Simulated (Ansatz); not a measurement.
# WS3: the cost of one run

Computed with Ansatz 0.2.0 (DFT PBEsol, scalar-relativistic, plane waves, PAW, unless a step's input says otherwise).

4 further runs of the same task are left out: 4 set aside as unsound or not needed.

## 1. The system as given

It takes space group Pm-3m (No. 221, cubic). The conventional cell has a = 4.640 Å, b = 4.640 Å, c = 4.640 Å, α = 90.00°, β = 90.00°, γ = 90.00°. W (site symmetry m-3m) has 6 S at 2.32 Å in its first shell of neighbours. S (site symmetry 4/mmm) has 2 W at 2.32 Å in its first shell of neighbours.

Structure file:

```cif
data_structure
_symmetry_space_group_name_H-M 'Pm-3m'
_symmetry_Int_Tables_number 221
_cell_length_a 4.6402
_cell_length_b 4.6402
_cell_length_c 4.6402
_cell_angle_alpha 90.000
_cell_angle_beta 90.000
_cell_angle_gamma 90.000
_cell_volume 99.91
loop_
_atom_site_label
_atom_site_type_symbol
_atom_site_symmetry_multiplicity
_atom_site_Wyckoff_symbol
_atom_site_fract_x
_atom_site_fract_y
_atom_site_fract_z
_atom_site_occupancy
W1 W 1 a 0.00000 0.00000 0.00000 1
S1 S 3 d 0.00000 0.00000 0.50000 1
```

This is a trial structure built by rule; it need not be a known or stable form of this composition.

It is the result of an earlier relaxation at this level (volume 24.98 Å³/atom; gap on the mesh: none (metal)).

It is a trial structure (swap of O by S in WO3), so another structure or a mixture of phases may lie lower.

## 2. Zone-centre modes

Input file input.yaml:

```yaml
crystal:
  lattice:
    - [4.6401726379, 0.0, 0.0]
    - [0.0, 4.6401726379, 0.0]
    - [0.0, 0.0, 4.6401726379]
  atoms:
    - { symbol: W, position: [0.0, 0.0, 0.0] }
    - { symbol: S, position: [0.0, 0.0, 0.5] }
    - { symbol: S, position: [0.0, 0.5, 0.0] }
    - { symbol: S, position: [0.5, 0.0, 0.0] }
basis:
  ecutwfc: 420
kpoints:
  mp_grid: { grid: [10, 10, 10] }
hamiltonian:
  xc: pbesol
scf:
  occupations: { method: fermi_dirac, width: 0.15 }
output:
  eigenvalues: true
phonons:
  method: dfpt
  eigenvectors: true
```

Started as:

```sh
$ ansatz run input.yaml --threads 2 --pin off --max-ram 6144MiB --backend cpu --events-out ev --progress --plain --runs-dir out
```

**Question.** How long does this run take on 2 threads of Intel Xeon at 2.50GHz (Skylake/Cascade Lake), shared host, and how much memory does it need?

About 3.3 min, with a peak of 1.7 GiB.
